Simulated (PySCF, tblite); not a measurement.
# C₃H₉F₃OSi₂: geometry, infrared bands and NMR shifts

What infrared bands and NMR shifts should C₃H₉F₃OSi₂ (`FCC(F)(F)OC([SiH3])[SiH3]`) show?

Programs: tblite 0.8.0 and PySCF 2.14.0, with density-fitted response routines of our own. Each step states its level of theory. These are calculated values for one molecule in the gas phase, unless marked as measured. Atoms are numbered from 0 throughout.

## (1) Starting geometry

18 atoms, charge 0, multiplicity 1; geometry from: force field or distance geometry start.

Bonds of the start (Å): F0–C1 1.38, C1–C2 1.52, C2–F3 1.35, C2–F4 1.35, C2–O5 1.44, O5–C6 1.44, C6–Si7 1.89, C6–Si8 1.89, C1–H9 1.08, C1–H10 1.09, C6–H11 1.10, Si7–H12 1.49, Si7–H13 1.49, Si7–H14 1.49, Si8–H15 1.48, Si8–H16 1.49, Si8–H17 1.48.

## (2) Geometry optimisation with GFN2-xTB

The job: settings as JSON, then the geometry in Å.

```
{"job": {"kind": "relax", "xc": "GFN2-xTB", "basis": "xTB"}, "charge": 0, "multiplicity": 1}
F      3.967600    -0.275600    -0.685000
C      2.713100     0.032300    -1.168300
C      1.680800    -0.113300    -0.062600
F      1.933800     0.734400     0.957000
F      1.635400    -1.374600     0.426300
O      0.367000     0.207500    -0.566300
C     -0.662200     0.036900     0.431700
Si    -1.857600    -1.390000     0.130800
Si    -1.833800     1.503500     0.625800
H      2.741400     1.049500    -1.540900
H      2.501000    -0.651700    -1.991900
H     -0.212600    -0.128900     1.422900
H     -2.633900    -1.201200    -1.124100
H     -1.095600    -2.662000    -0.014400
H     -2.813700    -1.558800     1.261800
H     -2.599500     1.768500    -0.615700
H     -2.789900     1.307200     1.751600
H     -1.050000     2.722500     0.929700
```

Started as:

```sh
$ OMP_NUM_THREADS=1 python probes_run.py task.json out
```

This one command runs all jobs of the session in turn.

**Question.** This job is followed by: GFN2-xTB harmonic vibrations, gas phase; GIAO PBE0/pcSseg-1 NMR shielding, non-relativistic, gas phase. What will the session give for the following? strongest single infrared mode (GFN2-xTB); zero-point energy (GFN2-xTB); 13C shifts against TMS (PBE0/pcSseg-1); 1H shifts against TMS (PBE0/pcSseg-1, means over atoms taken as alike); 19F shifts against CFCl3 (PBE0/pcSseg-1, means over atoms taken as alike); 17O shifts against H2O (PBE0/pcSseg-1); 29Si shifts against TMS (PBE0/pcSseg-1, means over atoms taken as alike).

**Answer**, as computed:

| quantity | value |
| --- | --- |
| strongest single infrared mode (GFN2-xTB) | 2290 cm⁻¹, 593 km/mol |
| zero-point energy (GFN2-xTB) | 68.4 kcal/mol |
| 13C shifts against TMS (PBE0/pcSseg-1) | 129.1, 86.1, 55.7 ppm |
| 1H shifts against TMS (PBE0/pcSseg-1, means over atoms taken as alike) | 4.74, 4.69, 4.11 ppm |
| 19F shifts against CFCl3 (PBE0/pcSseg-1, means over atoms taken as alike) | -103.5, -266.4 ppm |
| 17O shifts against H2O (PBE0/pcSseg-1) | 91.2 ppm |
| 29Si shifts against TMS (PBE0/pcSseg-1, means over atoms taken as alike) | -68.0 ppm |

What this shows: The optimisation took 79 steps and gained 0.533 eV; among the close pairs (by a distance rule), C2–O5 changed most, from 1.443 to 1.327 Å. All 48 modes are real, so the xTB geometry is a minimum. Unscaled tight-binding wavenumbers are off by several per cent, some by more. Its intensities can rank the bands wrongly. H11 (hydrogen on an sp3 CH bonded to O and 2 Si) lies farthest downfield among hydrogen, at 4.74 ppm; its carbon carries O, an electronegative neighbour. At PBE0/pcSseg-1: Shielding is most anisotropic at F3, F4 (span 208 ppm, paramagnetic term -202 ppm).
